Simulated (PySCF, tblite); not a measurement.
# C₇H₈BCl: geometry, infrared bands and NMR shifts

Aim: predict the infrared bands and NMR shifts of C₇H₈BCl (`ClCC1=CC=CC=CB1`).

Programs: tblite 0.8.0 and PySCF 2.14.0, with density-fitted response routines of our own. Each step states its level of theory. These are calculated values for one molecule in the gas phase, unless marked as measured. Atoms are numbered from 0 throughout.

## (1) The starting structure

17 atoms, charge 0, multiplicity 1; geometry from: force field or distance geometry start.

Bonds of the start (Å): Cl0–C1 1.78, C1–C2 1.47, C2–C3 1.34, C3–C4 1.46, C4–C5 1.33, C5–C6 1.47, C6–C7 1.33, C7–B8 1.58, B8–C2 1.57, C1–H9 1.13, C1–H10 1.12, C3–H11 1.08, C4–H12 1.10, C5–H13 1.08, C6–H14 1.09, C7–H15 1.08, B8–H16 1.19.

## (2) Relaxing the molecule with GFN2-xTB

What the job is given:

```
{"job": {"kind": "relax", "xc": "GFN2-xTB", "basis": "xTB"}, "charge": 0, "multiplicity": 1}
Cl     3.264600    -0.902800    -1.399400
C      2.488100    -0.301300     0.082500
C      1.042700    -0.062300    -0.048800
C      0.580200     1.175600     0.153400
C     -0.790300     1.673400     0.095800
C     -1.952300     1.026700     0.053400
C     -2.233000    -0.416700     0.080100
C     -1.410400    -1.441200    -0.115200
B      0.122800    -1.275900    -0.449600
H      2.631000    -1.063000     0.902400
H      2.971200     0.631200     0.460000
H      1.328400     1.898000     0.431500
H     -0.912000     2.768300     0.062900
H     -2.798400     1.699100    -0.002500
H     -3.271900    -0.670800     0.305800
H     -1.808500    -2.447300    -0.046300
H      0.740800    -2.279100    -0.576200
```

Started as:

```sh
OMP_NUM_THREADS=1 python probes_run.py task.json out
```

The driver reads the jobs from task.json and runs them one after another.

What it wrote:

```text
step      E/eV     max force
  0    -673.92762    2.457
  1    -674.18878    1.118
  2    -674.26413    0.712
  3    -674.33436    0.466
  4    -674.36298    0.496
  5    -674.37680    0.393
  6    -674.38849    0.323
  7    -674.39730    0.224
  8    -674.40271    0.171
  9    -674.40603    0.147
 10    -674.40833    0.130
 11    -674.41052    0.144
 12    -674.41288    0.169
 13    -674.41537    0.137
 14    -674.41768    0.131
 15    -674.41955    0.111
 16    -674.42114    0.109
 17    -674.42273    0.117
 18    -674.42423    0.102
 19    -674.42553    0.097
 20    -674.42667    0.075
 21    -674.42768    0.077
 22    -674.42864    0.086
 23    -674.42960    0.090
 24    -674.43062    0.094
 25    -674.43185    0.112
 26    -674.43346    0.142
 27    -674.43547    0.160
 28    -674.43769    0.137
 29    -674.43994    0.111
 30    -674.44241    0.135
 31    -674.44528    0.146
 32    -674.44817    0.177
 33    -674.45054    0.148
 34    -674.45247    0.095
 35    -674.45427    0.105
 36    -674.45590    0.097
 37    -674.45709    0.081
 38    -674.45779    0.068
 39    -674.45831    0.058
 40    -674.45873    0.051
 41    -674.45907    0.058
 42    -674.45939    0.049
 43    -674.45968    0.037
 44    -674.45991    0.032
 45    -674.46009    0.035
 46    -674.46039    0.034
 47    -674.46076    0.042
 48    -674.46127    0.054
 49    -674.46183    0.061
 50    -674.46240    0.061
 51    -674.46297    0.059
 52    -674.46352    0.054
 53    -674.46396    0.046
 54    -674.46430    0.042
 55    -674.46460    0.049
 56    -674.46491    0.043
 57    -674.46521    0.043
 58    -674.46542    0.031
 59    -674.46553    0.026
 60    -674.46564    0.025
 61    -674.46580    0.027
 62    -674.46598    0.025
 63    -674.46610    0.022
 64    -674.46617    0.018
 65    -674.46622    0.016
 66    -674.46628    0.017
 67    -674.46634    0.016
 68    -674.46639    0.016
 69    -674.46642    0.011
 70    -674.46644    0.010
 71    -674.46645    0.009
```

It took 0.46 s on 1 thread of Arm Neoverse V2, shared host.

Along the way: (not every step is listed)

```
step  energy from step 0 (eV)  largest force (eV/Å)
   0                   0.0000                2.4566
   1                  -0.2612                1.1179
   2                  -0.3365                0.7123
   3                  -0.4067                0.4661
   4                  -0.4354                0.4961
   5                  -0.4492                0.3926
   6                  -0.4609                0.3233
   7                  -0.4697                0.2236
   8                  -0.4751                0.1708
  13                  -0.4878                0.1375
  18                  -0.4966                0.1016
  23                  -0.5020                0.0904
  28                  -0.5101                0.1374
  33                  -0.5229                0.1483
  38                  -0.5302                0.0681
  43                  -0.5321                0.0371
  48                  -0.5336                0.0536
  53                  -0.5363                0.0465
  58                  -0.5378                0.0312
  63                  -0.5385                0.0224
  66                  -0.5387                0.0172
  67                  -0.5387                0.0164
  68                  -0.5388                0.0157
  69                  -0.5388                0.0112
  70                  -0.5388                0.0100
  71                  -0.5388                0.0088
```

Close pairs (by a distance rule), those that changed most:

```
 bond  before (Å)  after (Å)  change (Å)
C5–C6       1.471      1.412      -0.059
C7–B8       1.578      1.522      -0.056
C3–C4       1.459      1.410      -0.050
C2–B8       1.575      1.533      -0.041
C1–H9       1.128      1.088      -0.040
C4–C5       1.331      1.367      +0.036
C6–C7       1.328      1.364      +0.035
C2–C3       1.337      1.369      +0.032
```

The final coordinates are the input of the step that follows.

## (3) Vibrational analysis with GFN2-xTB

What the job is given:

```
{"job": {"kind": "ir", "xc": "GFN2-xTB", "basis": "xTB"}, "charge": 0, "multiplicity": 1}
Cl     3.039946    -0.408293    -1.623088
C      2.493458    -0.306124     0.089464
C      1.001762    -0.135801     0.099007
C      0.560913     1.159390     0.144689
C     -0.756227     1.661447     0.134931
C     -1.956090     1.012563     0.051903
C     -2.240073    -0.365689    -0.058408
C     -1.366833    -1.412728    -0.082785
B      0.152753    -1.409066     0.002624
H      2.805244    -1.237166     0.558741
H      3.028449     0.538871     0.525175
H      1.319746     1.937139     0.200463
H     -0.819020     2.742541     0.199488
H     -2.831728     1.652615     0.062940
H     -3.301205    -0.589398    -0.130077
H     -1.846023    -2.383200    -0.177781
H      0.707929    -2.445070    -0.007196
```

What it wrote:

```text
mode    cm-1     km/mol
  1      31.1      0.64
  2      59.9      1.26
  3     132.2      1.18
  4     167.8      0.70
  5     321.4      0.79
  6     337.6      0.65
  7     376.1      1.44
  8     413.1      0.26
  9     457.5      4.37
 10     531.2      0.25
 11     633.5      3.25
 12     680.5      1.84
 13     718.9      5.58
 14     772.2     90.56
 15     812.3     12.27
 16     830.3      0.74
 17     851.8      6.94
 18     906.6      1.60
 19     932.6      8.84
 20     946.5      0.21
 21     951.4      7.69
 22     971.7      0.25
 23    1010.6      1.80
 24    1081.9     10.16
 25    1128.0      8.03
 26    1165.7      0.69
 27    1213.3     15.71
 28    1255.2      5.91
 29    1276.3      2.36
 30    1311.2      1.97
 31    1379.7      3.78
 32    1393.7     10.61
 33    1443.0      0.67
 34    1458.8      1.32
 35    1467.5     20.55
 36    1584.0      4.85
 37    1602.6      4.40
 38    2598.0    164.61
 39    2963.0     10.36
 40    2992.6     35.06
 41    3000.4      3.88
 42    3001.4     19.24
 43    3020.4     69.83
 44    3031.5     36.28
 45    3046.4     59.37
```

It took 0.55 s on 1 thread of Arm Neoverse V2, shared host.

Which atoms move in the most intense modes:

```
cm⁻¹  km/mol                                  atoms
 772    90.6  H16 31 %, B8 20 %, H13 15 %, H12 15 %
1468    20.6     C4 25 %, C3 21 %, C6 16 %, C7 13 %
2598   164.6                               H16 92 %
2993    35.1                               H11 88 %
3001    19.2                     H14 70 %, H15 21 %
3020    69.8                     H15 69 %, H14 17 %
3032    36.3                     H12 51 %, H13 35 %
3046    59.4                     H13 50 %, H12 39 %
```

## (4) Nuclear shieldings: PBE0/pcSseg-1

Same as in step 3 but for these lines:

```diff
@@ -1,2 +1,2 @@
-{"job": {"kind": "ir", "xc": "GFN2-xTB", "basis": "xTB"}, "charge": 0, "multiplicity": 1}
+{"job": {"kind": "nmr", "xc": "PBE0", "basis": "pcSseg-1"}, "charge": 0, "multiplicity": 1}
 Cl     3.039946    -0.408293    -1.623088
```

With the program's defaults for keys left out, this is: GIAO PBE0/pcSseg-1 NMR shielding, non-relativistic, gas phase.

What it wrote:

```text
coarse grid: 15272 points
cycle   1  E = -755.9077047810  dE =  1.272e+00  |g| = 3.781e-01  |ddm| = 3.965e+00
cycle   2  E = -755.8915907687  dE =  1.611e-02  |g| = 4.561e-01  |ddm| = 1.053e+00
cycle   3  E = -755.9502979606  dE = -5.871e-02  |g| = 1.144e-01  |ddm| = 6.290e-01
cycle   4  E = -755.9536536619  dE = -3.356e-03  |g| = 4.076e-02  |ddm| = 1.384e-01
cycle   5  E = -755.9540866981  dE = -4.330e-04  |g| = 1.203e-02  |ddm| = 5.310e-02
cycle   6  E = -755.9541228733  dE = -3.618e-05  |g| = 4.127e-03  |ddm| = 1.522e-02
cycle   7  E = -755.9541269391  dE = -4.066e-06  |g| = 1.363e-03  |ddm| = 5.204e-03
final grid: 144392 points
cycle   8  E = -756.0048723827  dE = -4.052e-05  |g| = 8.288e-03  |ddm| = 4.444e-02
cycle   9  E = -756.0048639663  dE =  8.416e-06  |g| = 9.799e-03  |ddm| = 1.924e-02
cycle  10  E = -756.0048896168  dE = -2.565e-05  |g| = 2.076e-03  |ddm| = 1.169e-02
cycle  11  E = -756.0048907817  dE = -1.165e-06  |g| = 4.834e-04  |ddm| = 2.477e-03
cycle  12  E = -756.0048908468  dE = -6.515e-08  |g| = 1.077e-04  |ddm| = 5.694e-04
cycle  13  E = -756.0048908496  dE = -2.757e-09  |g| = 4.737e-05  |ddm| = 1.504e-04
cycle  14  E = -756.0048908501  dE = -5.571e-10  |g| = 1.355e-05  |ddm| = 5.401e-05
converged SCF energy = -756.0048908501

GIAO shielding tensors (ppm)
atom      isotropic    diamagn.    paramagn.     s11        s22        s33       span
  0 Cl     751.256    1145.551    -394.295    553.269    640.976   1059.523    506.254
  1 C      125.410     245.613    -120.203    110.711    125.671    139.847     29.137
  2 C       12.704     255.365    -242.660   -119.940    -15.830    173.883    293.823
  3 C       30.411     255.413    -225.002    -80.271     28.773    142.730    223.001
  4 C       43.998     254.650    -210.652    -69.483     39.833    161.643    231.126
  5 C       42.770     255.705    -212.935    -69.761     37.641    160.431    230.191
  6 C       31.167     254.210    -223.043    -88.694     22.478    159.717    248.411
  7 C       22.909     257.363    -234.453   -122.898     12.792    178.835    301.732
  8 B       53.260     192.910    -139.650      7.392     29.185    123.205    115.813
  9 H       26.480      28.788      -2.308     22.879     24.888     31.672      8.793
 10 H       27.085      29.246      -2.161     22.981     25.948     32.326      9.344
 11 H       23.477      32.126      -8.649     19.453     21.147     29.830     10.377
 12 H       23.937      29.882      -5.945     19.634     23.856     28.323      8.689
 13 H       23.934      29.101      -5.167     19.894     23.781     28.128      8.234
 14 H       23.297      28.777      -5.480     19.289     22.970     27.633      8.344
 15 H       22.920      29.882      -6.962     19.720     21.001     28.041      8.321
 16 H       25.015      31.234      -6.220     21.550     23.432     30.062      8.512
```

Wall time 37 s (1 thread of Arm Neoverse V2, shared host); peak memory 0.88 GiB.

The references, computed at this level on geometries of the same kind, shield at (ppm): 1H TMS 31.72, 13C TMS 186.9, 11B BF3·OEt2 100.1, 35Cl HCl 950. Their shielding less the atom's gives the shift. The references are single molecules in the gas phase. Atoms listed in one row are averaged.

```
  atoms                                              environment  σ (ppm)  δ (ppm)  δ scaled to CDCl3
     C2                          fully substituted alkene carbon     12.7    174.2              168.1
     C7                                                alkene CH     22.9    164.0              158.2
     C3                                                alkene CH     30.4    156.5              150.8
     C6                                                alkene CH     31.2    155.8              150.1
     C5                                                alkene CH     42.8    144.2              138.8
     C4                                                alkene CH     44.0    142.9              137.6
     C1                             allylic sp3 CH2 bonded to Cl    125.4     61.5               58.1
    H15                                 hydrogen on an alkene CH    22.92     8.80               8.40
    H14                                 hydrogen on an alkene CH    23.30     8.42               8.04
    H11                                 hydrogen on an alkene CH    23.48     8.24               7.87
    H13                                 hydrogen on an alkene CH    23.93     7.78               7.44
    H12                                 hydrogen on an alkene CH    23.94     7.78               7.44
    H16  hydrogen on a boron bonded to 2 C, in a 7-membered ring    25.01     6.70                  –
H9, H10              hydrogen on an allylic sp3 CH2 bonded to Cl    26.78     4.93               4.76
    Cl0                                     chlorine bonded to C      751      199                  –
     B8             boron bonded to 2 C, H, in a 7-membered ring     53.3     46.8                  –
```

The scaled column applies a straight-line fit of computed shieldings to shifts measured in CDCl3, with any fitted terms for Cl, Br or S neighbours (root-mean-square error 0.16 ppm for H, 1.9 ppm for C).

Charges from the same density, by scheme (e):

```
atoms  Mulliken    IAO  Hirshfeld  ESP fit
  Cl0     -0.15  -0.12      -0.08    -0.12
   C1     -0.15  -0.23      -0.03    -0.46
   C2     -0.38  -0.08      -0.05     0.12
   C3      0.00  -0.10      -0.02    -0.16
   C4     -0.09  -0.13      -0.02    -0.09
   C5     -0.11  -0.13      -0.02    -0.15
   C6     -0.08  -0.10      -0.02    -0.02
   C7     -0.30  -0.23      -0.09    -0.27
   B8      0.47   0.00       0.07     0.18
```

Mayer bond orders: Cl0–C1 0.97, C1–C2 1.08, C2–C3 1.53, C3–C4 1.35, C4–C5 1.60, C5–C6 1.31, C6–C7 1.63, C7–B8 1.10, B8–C2 1.03.

Ring of atoms C2, C3, C4, C5, C6, C7, B8: NICS(0) -3.5, NICS(1) -7.2, NICS(1)zz -18.7 ppm (means of both faces).

## (5) Results

| quantity | value |
| --- | --- |
| strongest single infrared mode (GFN2-xTB) | 2598 cm⁻¹, 165 km/mol |
| zero-point energy (GFN2-xTB) | 80.4 kcal/mol |
| 13C shifts against TMS (PBE0/pcSseg-1) | 174.2, 164.0, 156.5, 155.8, 144.2, 142.9, 61.5 ppm |
| 1H shifts against TMS (PBE0/pcSseg-1, means over atoms taken as alike) | 8.80, 8.42, 8.24, 7.78, 7.78, 6.70, 4.93 ppm |
| 35Cl shifts against HCl (PBE0/pcSseg-1) | 199 ppm |
| 11B shifts against BF3·OEt2 (PBE0/pcSseg-1) | 46.8 ppm |

What this shows: Over 71 steps the energy fell by 0.539 eV; of the close pairs, C5–C6 changed most, 1.471 to 1.412 Å. No mode is imaginary among the 45: a minimum at this level. The strongest single mode, at 2598 cm⁻¹, moves mainly H16. Unscaled tight-binding wavenumbers are off by several per cent, some by more. Its intensities can rank the bands wrongly. At PBE0/pcSseg-1: Shielding is most anisotropic at Cl0 (span 506 ppm, paramagnetic term -394 ppm). NICS(1)zz of -19 ppm above the planar ring from C2 marks a diatropic (aromatic) ring current.
